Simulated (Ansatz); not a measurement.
# ClFGeH7NSi2: taking an electron away

Aim: the vertical ionisation energy of ClFGeH7NSi2, as cation minus neutral at the neutral's geometry, on several levels, and how well −ε(HOMO) stands in for it.

Method: unrestricted cation, the program's frozen cores in correlated methods; program: Ansatz 0.2.0, Gaussian basis.

Levels to be run: UKS PBE-D4/def2-TZVPP; UKS r2SCAN-D4/def2-TZVPP; UKS PBE0-D4/def2-TZVPP; UKS B3LYP-D4/def2-TZVPP; UKS wB97X-V/def2-TZVPP; UKS wB97M-V/def2-TZVPP; UKS B2PLYP/def2-TZVPP; UHF-CCSD(T)/def2-TZVPP; UHF-MP2/def2-QZVPP; extrapolation to the limit; then −ε(HOMO) from the neutral's earlier runs with LDA (SPW92), PBE-D4, revPBE-D4, BLYP-D4, r2SCAN-D4, B97M-V, PBE0-D4, B3LYP-D4, r2SCANh-D4, r2SCAN0-D4, HSE06-D4, BHLYP-D4, CAM-B3LYP-D4, LC-ωPBE, ωB97X-V, ωB97M-V.

### 1 The relaxed structure

An earlier PBE0-D4 in a triple-zeta def2 set relaxation fixed the geometry.

SMILES `[F][GeH]([Cl])[N]([SiH3])[SiH3]`, 13 atoms, charge 0, spin multiplicity 1.

Atoms are counted from 1 here; the program's logs count them from 0.

Bond lengths: F1–Ge2 1.730 Å, Ge2–Cl3 2.135 Å, Ge2–N4 1.810 Å, Ge2–H7 1.525 Å, N4–Si5 1.747 Å, N4–Si6 1.739 Å, Si5–H8 1.488 Å, Si5–H9 1.483 Å, Si5–H10 1.483 Å, Si6–H11 1.485 Å, Si6–H12 1.485 Å, Si6–H13 1.489 Å. Angles: F1–Ge2–Cl3 106.0°, F1–Ge2–N4 104.1°, F1–Ge2–H7 109.4°, Cl3–Ge2–N4 111.4°, Cl3–Ge2–H7 109.4°, N4–Ge2–H7 115.9°, Ge2–N4–Si5 120.5°, Ge2–N4–Si6 119.1°, Si5–N4–Si6 120.2°, N4–Si5–H8 105.3°, N4–Si5–H9 111.6°, N4–Si5–H10 111.4°, H8–Si5–H9 109.3°, H8–Si5–H10 109.6°, H9–Si5–H10 109.5°, N4–Si6–H11 110.6°, N4–Si6–H12 111.9°, N4–Si6–H13 106.7° and more.

### 2 Cation, UKS PBE-D4/def2-TZVPP

in.yaml reads:

```yaml
crystal:
  periodic: [false, false, false]
  atoms:
    - {symbol: F, position_ang: [2.063480, 0.671243, 1.707920]}
    - {symbol: Ge, position_ang: [1.488615, 0.936637, 0.098314]}
    - {symbol: Cl, position_ang: [0.971994, 3.005379, -0.008787]}
    - {symbol: N, position_ang: [0.022747, -0.117564, -0.026789]}
    - {symbol: Si, position_ang: [-0.697722, -0.805993, 1.407965]}
    - {symbol: Si, position_ang: [-0.758572, -0.298383, -1.569991]}
    - {symbol: H, position_ang: [2.608270, 0.641093, -0.893597]}
    - {symbol: H, position_ang: [-1.965256, -1.435388, 0.948921]}
    - {symbol: H, position_ang: [0.174162, -1.841920, 2.012868]}
    - {symbol: H, position_ang: [-0.997322, 0.238688, 2.417127]}
    - {symbol: H, position_ang: [-0.939188, -1.735040, -1.899242]}
    - {symbol: H, position_ang: [-2.083977, 0.369822, -1.600959]}
    - {symbol: H, position_ang: [0.133268, 0.336527, -2.579050]}
basis:
  gaussian: {orbitals: def2-TZVPP}
total_charge: 1
magnetization: {spin_polarized: true, initial_magnetization: 1}
hamiltonian: {xc: pbe, dispersion: d4}
```

Command:

```
ansatz run in.yaml --threads 2 --pin off --events-out ev --progress --plain --max-ram 32768MiB --backend cuda --devices 0, --max-vram 18GiB
```

Further steps of the session: Cation, UKS r2SCAN-D4/def2-TZVPP; Cation, UKS PBE0-D4/def2-TZVPP; Cation, UKS B3LYP-D4/def2-TZVPP; Cation, UKS wB97X-V/def2-TZVPP; Cation, UKS wB97M-V/def2-TZVPP; Cation, UKS B2PLYP (frozen core)/def2-TZVPP; Cation, UHF-CCSD(T)/def2-TZVPP; Cation, UHF-MP2/def2-QZVPP.

Q: Predict the results of all the runs planned. Wanted: ionisation energy, CCSD(T)/CBS; nearest functional by difference; nearest −ε(HOMO); −ε(HOMO) of PBE; T1 of the cation.

The runs gave:

| quantity | value |
| --- | --- |
| ionisation energy, CCSD(T)/CBS | 10.25 eV |
| nearest functional by difference | ωB97X-V (-0.18 eV) |
| nearest −ε(HOMO) | ωB97M-V (+0.08 eV) |
| −ε(HOMO) of PBE | 6.77 eV |
| T1 of the cation | 0.023 |

**Reading.** By cation minus neutral, the functionals miss by 0.77 eV at most. The PBE orbital energy is 3.5 eV too small: a semilocal HOMO is no ionisation energy. Among orbital estimates ωB97M-V comes nearest. Hartree-Fock falls 1.16 eV short, as the neutral has more correlation energy than the cation. Correlated methods include outer-core shells of Ge, which these sets cover unevenly. With outer-core shells in play the reference is unsure by up to some tenths of an eV, so close misses can't be ranked.
